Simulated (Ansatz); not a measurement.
The system is HfIn4SiO6.

```
Hf In Si O
1.0
     5.69867    0.00381    0.01559
    -0.70506    6.10815   -0.00575
    -2.73718   -1.39557    6.63076
Hf In Si O
1 4 1 6
Direct
  0.11793 0.01556 0.13292
  0.38842 0.99901 0.72891
  0.75865 0.00842 0.49586
  0.23461 0.48841 0.53300
  0.59649 0.48211 0.20528
  0.86778 0.44029 0.85544
  0.55316 0.38738 0.79290
  0.93454 0.38483 0.65596
  0.98414 0.26218 0.00347
  0.99083 0.69806 0.98452
  0.08665 0.06493 0.39374
  0.48680 0.10883 0.21799
```

The cell was built by a generator and needn't be a form met in nature.

- Program: Ansatz 0.2.0
- Task: single point
- Functional: PBE
- Potentials or basis: Ansatz PAW
- Cutoff: 420 eV (not typed: the program's choice for these potentials)
- k mesh: 5 × 5 × 4
- Occupations: fermi-dirac, width 0.05 eV
- Spin: no spin polarisation

On this cell: pressure 0.0 GPa; largest force 0.006 eV/Å; band gap on the k mesh 0.89 eV, indirect (least direct gap 1.17 eV).

The same run follows on a disturbed copy (atoms moved at random, drawn with an rms of 0.05 Å):

```
Hf In Si O
1.0
     5.69867    0.00381    0.01559
    -0.70506    6.10815   -0.00575
    -2.73718   -1.39557    6.63076
Hf In Si O
1 4 1 6
Direct
  0.12287 0.00913 0.14169
  0.38624 0.01360 0.72810
  0.75398 0.00837 0.49130
  0.23593 0.49030 0.53565
  0.59137 0.48337 0.20264
  0.86161 0.44176 0.85785
  0.54610 0.38744 0.78415
  0.93284 0.39302 0.65663
  0.98608 0.26367 0.99616
  0.99062 0.69058 0.98072
  0.08405 0.07013 0.40080
  0.48645 0.11123 0.21932
```

**Question.** What does the disturbed cell give?

**Answer.** The energy moves by +22.2 meV/atom; pressure 0.3 GPa; largest force 2.432 eV/Å; band gap on the k mesh 0.97 eV, indirect (least direct gap 1.32 eV).

Forces on the atoms (eV/Å):
```
Hf  -0.619  1.007 -1.081
In  -0.021 -0.484  0.082
In  -0.095  0.027  0.468
In  -0.293  0.350 -0.173
In  -0.068  0.051  0.121
Si   0.970 -0.830 -1.648
O   -0.052  0.028  0.379
O   -0.219 -0.222 -0.070
O    0.168 -1.770  1.145
O   -0.061  1.986  1.402
O    0.435 -0.055 -0.520
O   -0.144 -0.088 -0.107
```

Stress tensor (GPa, compression positive):
```
0.10 0.39 0.32
0.39 0.31 0.45
0.32 0.45 0.40
```

Caveats: odd divisions of the mesh miss points on the zone boundary, where band edges often lie, so the gap on the mesh can be too wide; spin-orbit coupling is left out, which moves the levels of the heavy elements.

A k mesh can miss the band edges.
